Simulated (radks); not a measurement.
# The series with 8 electrons, O to Cl⁹⁺

One table from this session's results is given with a row withheld; the runs are named, their logs left out.

Method: non-relativistic Kohn-Sham, r2SCAN, spin-polarised, spherical densities, point nucleus; open shells are filled with parallel spins first. Code: radks (a radial shooting solver on a logarithmic mesh, Libxc functionals) version 1.

### The atom as given

- electrons: 8
- ions: O, F⁺, Ne²⁺, Mg⁴⁺, Al⁵⁺, Si⁶⁺, P⁷⁺, S⁸⁺, Cl⁹⁺
- configuration: NIST ground configuration of each

Set-up of the first run:

The run's settings:

```text
Z 8
configuration [He] 2s2 2p4
relativity non-relativistic
functional r2scan,r2scan
spin polarised
nucleus point
```

Among the steps run: O, [He] 2s2 2p4; F⁺, [He] 2s2 2p4; Ne²⁺, [He] 2s2 2p4; Mg⁴⁺, [He] 2s2 2p4; Al⁵⁺, [He] 2s2 2p4; Si⁶⁺, [He] 2s2 2p4; P⁷⁺, [He] 2s2 2p4; S⁸⁺, [He] 2s2 2p4; Cl⁹⁺, [He] 2s2 2p4.

One of the session's tables, all rows but one given; the rest of the session is left out.

| ion | E (hartree) | ε(1s down) (eV) | ε(2p up) (eV) | ε(2p down) (eV) | <r>(2p down) (bohr) |
| --- | --- | --- | --- | --- | --- |
| O | -75.03333 | -518.45 | -10.962 | -6.792 | 1.354 |
| F⁺ | -99.05038 | -688.24 | -30.952 | -25.592 | 1.019 |
| Ne²⁺ | -126.58591 | -885.80 | -58.166 | -51.630 | 0.8321 |
| Mg⁴⁺ | -192.18534 | -1363.3 | -133.54 | -124.67 | 0.6163 |
| Al⁵⁺ | -230.24339 | -1643.1 | -181.57 | -171.54 | 0.5467 |
| Si⁶⁺ | -271.80498 | -1950.3 | -236.46 | -225.27 | 0.4916 |
| P⁷⁺ | ? | ? | ? | ? | ? |
| S⁸⁺ | -365.43552 | -2646.3 | -366.78 | -353.26 | 0.4096 |
| Cl⁹⁺ | -417.50343 | -3035.2 | -442.18 | -427.50 | 0.3782 |

Q: Estimate the row for P⁷⁺ from the others.

**Answer.** E (hartree): -316.86922; ε(1s down) (eV): -2284.7; ε(2p up) (eV): -298.20; ε(2p down) (eV): -285.85; <r>(2p down) (bohr): 0.4468. In the column «E (hartree)» it lies between S⁸⁺ (-365.43552) and Si⁶⁺ (-271.80498).
